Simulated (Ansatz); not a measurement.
# Cl2FH3OZn: the cost of one run

Method: UKS BLYP-D4/def2-SVP, in Ansatz 0.2.0.

**1. The starting structure**

Bond lengths: Zn1–Cl2 2.617 Å, Zn1–Cl3 2.097 Å, Zn1–F5 2.126 Å, O7–H8 0.960 Å. Angles: Cl2–Zn1–Cl3 151.6°, Cl2–Zn1–F5 88.3°, Cl3–Zn1–F5 112.3°.

Coordinates:

```xyz
8

Zn   -0.7306   -1.7460   -0.3402
Cl    1.6032   -1.1235    0.6659
Cl   -1.9482   -2.8907   -1.6075
H    -0.3009    1.1221   -0.1768
F    -1.1592    0.3325   -0.4711
H     1.3122    0.5947    0.4752
O     0.7298    1.7052    0.2870
H     0.4935    2.0058    1.1674
```

**2. Pulling towards end A**

Springs on the bonds that form and break draw the guess towards this end; the thresholds are loose.

Input file input.yaml:

```yaml
crystal:
  periodic: [false, false, false]
  atoms:
    - { symbol: Zn, position_ang: [-0.7306, -1.746, -0.3402] }
    - { symbol: Cl, position_ang: [1.6032, -1.1235, 0.6659] }
    - { symbol: Cl, position_ang: [-1.9482, -2.8907, -1.6075] }
    - { symbol: H, position_ang: [-0.3009, 1.1221, -0.1768] }
    - { symbol: F, position_ang: [-1.1592, 0.3325, -0.4711] }
    - { symbol: H, position_ang: [1.3122, 0.5947, 0.4752] }
    - { symbol: O, position_ang: [0.7298, 1.7052, 0.287] }
    - { symbol: H, position_ang: [0.4935, 2.0058, 1.1674] }
magnetization:
  spin_polarized: true
basis:
  gaussian: { orbitals: def2-SVP }
hamiltonian:
  xc: blyp
  dispersion: d4
relax:
  f_tol: 0.15
  max_steps: 25
  restrain:
    - { distance: [0, 4], at: 3.09, k: 30.0 }
    - { distance: [3, 6], at: 2.27, k: 30.0 }
    - { distance: [5, 1], at: 2.63, k: 30.0 }
    - { distance: [0, 1], at: 2.24, k: 30.0 }
    - { distance: [3, 4], at: 0.88, k: 30.0 }
    - { distance: [5, 6], at: 0.97, k: 30.0 }
```

Launch:

```console
$ ansatz run input.yaml --threads 4 --pin off --max-ram 5120MiB --backend cpu --events-out ev --progress --plain --runs-dir out
```

What time and memory should one allow on 4 threads of Arm Neoverse N1, shared host?

About 54 s, with a peak of 0.21 GiB.
